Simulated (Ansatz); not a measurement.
# FeI2: the cost of one run

Program: Ansatz 0.2.0. Level of theory: DFT r²SCAN+U (U_eff = 2.5 eV on Fe d), plane waves, PAW. These are calculated values, not measurements.

The COD entry's cell or inner coordinates are ideal or old and differ from later refinements, so a difference from it is no clean test against experiment.

## (1) The starting structure

The structure is trigonal, space group P-3m1 (No. 164). The conventional cell has a = 4.040 Å, b = 4.040 Å, c = 6.750 Å, α = 90.00°, β = 90.00°, γ = 120.00°. Fe (site symmetry -3m) has 6 I at 2.88 Å as nearest neighbours. I (site symmetry 3m) is surrounded by 3 Fe at 2.88 Å.

Structure file:

```cif
data_structure
_symmetry_space_group_name_H-M 'P-3m1'
_symmetry_Int_Tables_number 164
_cell_length_a 4.0400
_cell_length_b 4.0400
_cell_length_c 6.7500
_cell_angle_alpha 90.000
_cell_angle_beta 90.000
_cell_angle_gamma 120.000
_cell_volume 95.41
loop_
_atom_site_label
_atom_site_type_symbol
_atom_site_symmetry_multiplicity
_atom_site_Wyckoff_symbol
_atom_site_fract_x
_atom_site_fract_y
_atom_site_fract_z
_atom_site_occupancy
Fe1 Fe 1 a 0.00000 0.00000 0.00000 1
I1 I 2 d 0.33333 0.66667 0.25000 1
```

An earlier series on this cell reached its lowest free state from «ferromagnetic start, free, default search», perhaps among other starts.

## (2) Spin-orbit coupling, direction held

The input, input.yaml:

```yaml
crystal:
  lattice:
    - [4.03999946, 0.0, 0.0]
    - [-2.01999973, 3.49874216, 0.0]
    - [0.0, 0.0, 6.750001]
  atoms:
    - { symbol: Fe, position: [0.0, 0.0, 0.0], spin: 4.0, spin_axis: [0.0, 0.0, 1.0] }
    - { symbol: I, position: [0.3333333333, 0.6666666667, 0.25] }
    - { symbol: I, position: [0.6666666667, 0.3333333333, 0.75] }
basis:
  ecutwfc: 500
  ecutrho_ratio: 4
kpoints:
  mp_grid: { grid: [5, 5, 3] }
hamiltonian:
  xc: r2scan
  hubbard:
    sites:
      - { site: 0, l: d, u_eff: 2.5, starting_ns: [{ occupation_matrix: s0 }] }
    occupation_matrices:
      s0:
        spinor_matrix:
          - [[0.97, 0.0], [0.0, 0.0], [0.0, 0.0], [0.0, 0.0], [0.0, 0.0], [0.0, 0.0], [0.0, 0.0], [0.0, 0.0], [0.0, 0.0], [0.0, 0.0]]
          - [[0.0, 0.0], [0.97, 0.0], [0.0, 0.0], [0.0, 0.0], [0.0, 0.0], [0.0, 0.0], [0.0, 0.0], [0.0, 0.0], [0.0, 0.0], [0.0, 0.0]]
          - [[0.0, 0.0], [0.0, 0.0], [0.97, 0.0], [0.0, 0.0], [0.0, 0.0], [0.0, 0.0], [0.0, 0.0], [0.0, 0.0], [0.0, 0.0], [0.0, 0.0]]
          - [[0.0, 0.0], [0.0, 0.0], [0.0, 0.0], [0.97, 0.0], [0.0, 0.0], [0.0, 0.0], [0.0, 0.0], [0.0, 0.0], [0.0, 0.0], [0.0, 0.0]]
          - [[0.0, 0.0], [0.0, 0.0], [0.0, 0.0], [0.0, 0.0], [0.97, 0.0], [0.0, 0.0], [0.0, 0.0], [0.0, 0.0], [0.0, 0.0], [0.0, 0.0]]
          - [[0.0, 0.0], [0.0, 0.0], [0.0, 0.0], [0.0, 0.0], [0.0, 0.0], [0.97, 0.0], [0.0, 0.0], [0.0, 0.0], [0.0, 0.0], [0.0, 0.0]]
          - [[0.0, 0.0], [0.0, 0.0], [0.0, 0.0], [0.0, 0.0], [0.0, 0.0], [0.0, 0.0], [0.02, 0.0], [0.0, 0.0], [0.0, 0.0], [0.0, 0.0]]
          - [[0.0, 0.0], [0.0, 0.0], [0.0, 0.0], [0.0, 0.0], [0.0, 0.0], [0.0, 0.0], [0.0, 0.0], [0.02, 0.0], [0.0, 0.0], [0.0, 0.0]]
          - [[0.0, 0.0], [0.0, 0.0], [0.0, 0.0], [0.0, 0.0], [0.0, 0.0], [0.0, 0.0], [0.0, 0.0], [0.0, 0.0], [0.02, 0.0], [0.0, 0.0]]
          - [[0.0, 0.0], [0.0, 0.0], [0.0, 0.0], [0.0, 0.0], [0.0, 0.0], [0.0, 0.0], [0.0, 0.0], [0.0, 0.0], [0.0, 0.0], [0.02, 0.0]]
    ns_hold: { iters: 8 }
scf:
  occupations: { method: gaussian, width: 0.05 }
  lower_state_search: "off"
  max_iter: 150
output:
  forces: true
  stress: true
  eigenvalues: true
  populations: true
  hubbard: { sites: [{ site: 0, l: d }] }
magnetization:
  noncollinear: true
  spin_orbit: true
  spin_locking: { lock_directions: true }
```

The typed matrices put 0.97 on the chosen orbitals and 0.02 on the others, and are held for 8 cycles. The lock stays on to the end, so the result is a constrained state. This run includes spin–orbit coupling.

On the command line:

```sh
> ansatz run input.yaml --threads 4 --pin off --max-ram 6144MiB --backend cpu --events-out ev --progress --plain --runs-dir out
```

**Question.** How long does this run take on 4 threads of INTEL XEON PLATINUM 8581C at 2.30GHz (Emerald Rapids), shared host, and how much memory does it need?

About 24 s, with a peak of 1.2 GiB.
